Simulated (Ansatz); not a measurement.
**C3H6FNSi: up Jacob's ladder to CCSD(T)**

One table from this session's results is given with a row withheld; the runs are named, their logs left out.

Method: functionals in def2-TZVPP, the program's frozen cores in correlated methods; program: Ansatz 0.2.0, Gaussian basis.

The runs, in order: PBE-D4, r2SCAN-D4, PBE0-D4, B3LYP-D4, ωB97X-V, ωB97M-V, B2PLYP; CCSD(T)/def2-TZVPP; MP2/def2-QZVPP; extrapolation to the limit.

### The geometry

All runs share one geometry, relaxed beforehand with PBE0-D4 in a triple-zeta def2 set.

SMILES `C=N/C(F)=C/[SiH3]`, 12 atoms, charge 0, spin multiplicity 1.

Atoms are counted from 1 here; the program's logs count them from 0.

Bond lengths: C1–N2 1.269 Å, C1–H7 1.092 Å, C1–H8 1.087 Å, N2–C3 1.374 Å, C3–F4 1.352 Å, C3–C5 1.331 Å, C5–Si6 1.859 Å, C5–H9 1.084 Å, Si6–H10 1.486 Å, Si6–H11 1.486 Å, Si6–H12 1.485 Å. Angles: N2–C1–H7 123.8°, N2–C1–H8 118.1°, H7–C1–H8 118.1°, C1–N2–C3 119.9°, N2–C3–F4 116.4°, N2–C3–C5 124.5°, F4–C3–C5 119.1°, C3–C5–Si6 123.8°, C3–C5–H9 114.6°, Si6–C5–H9 121.6°, C5–Si6–H10 111.0°, C5–Si6–H11 110.9°, C5–Si6–H12 108.4°, H10–Si6–H11 108.5°, H10–Si6–H12 109.0°, H11–Si6–H12 109.0°.

The first run:

Contents of in.yaml:

```yaml
crystal:
  periodic: [false, false, false]
  atoms:
    - {symbol: C, position_ang: [-2.277437, -0.914831, 1.285985]}
    - {symbol: N, position_ang: [-1.025776, -0.716408, 1.353014]}
    - {symbol: C, position_ang: [-0.358792, -0.177911, 0.279752]}
    - {symbol: F, position_ang: [-1.106944, 0.112948, -0.808302]}
    - {symbol: C, position_ang: [0.948748, 0.067972, 0.250318]}
    - {symbol: Si, position_ang: [1.830170, 0.797408, -1.214887]}
    - {symbol: H, position_ang: [-2.882911, -0.680820, 0.408477]}
    - {symbol: H, position_ang: [-2.775186, -1.342678, 2.153011]}
    - {symbol: H, position_ang: [1.477402, -0.192259, 1.159641]}
    - {symbol: H, position_ang: [1.298277, 2.147184, -1.537488]}
    - {symbol: H, position_ang: [1.676499, -0.068778, -2.412691]}
    - {symbol: H, position_ang: [3.272949, 0.912972, -0.882831]}
basis:
  gaussian: {orbitals: def2-TZVPP}
hamiltonian: {xc: pbe, dispersion: d4}
output: {forces: true, orbitals: {seedname: orbitals}}
```

Launch:

```bash
> ansatz run in.yaml --threads 4 --pin off --events-out ev --progress --plain --max-ram 10444MiB
```

Among the steps run: PBE-D4 (GGA); r2SCAN-D4 (meta-GGA); PBE0-D4 (hybrid); B3LYP-D4 (hybrid); ωB97X-V (range-separated); ωB97M-V (range-separated); B2PLYP (double hybrid); CCSD(T) in def2-TZVPP; MP2 in def2-QZVPP.

One table of the session follows, with a row left open; its other results are not shown here.

It belongs to the step «Atomisation energies». 

```
            method  atomisation energy (kcal/mol)
            PBE-D4                         1142.2
         r2SCAN-D4                         1111.3
           PBE0-D4                              ?
          B3LYP-D4                         1111.6
           ωB97X-V                         1111.5
           ωB97M-V                         1111.2
            B2PLYP                         1097.7
     HF/def2-TZVPP                          784.0
    MP2/def2-TZVPP                         1095.5
   CCSD/def2-TZVPP                         1054.2
CCSD(T)/def2-TZVPP                         1074.8
           MP2/CBS                         1125.7
       CCSD(T)/CBS                         1105.0
```

**Question.** Estimate the row for PBE0-D4.

As computed: atomisation energy (kcal/mol): 1113.7. In the column «atomisation energy (kcal/mol)» it lies between B3LYP-D4 (1111.6) and MP2/CBS (1125.7).

Limits of these values: Free atoms (3 C, 1 N, 1 F, 1 Si, 6 H) were run apart at each level; the atomisation energy is their sum less the molecule, without zero-point or spin-orbit terms.
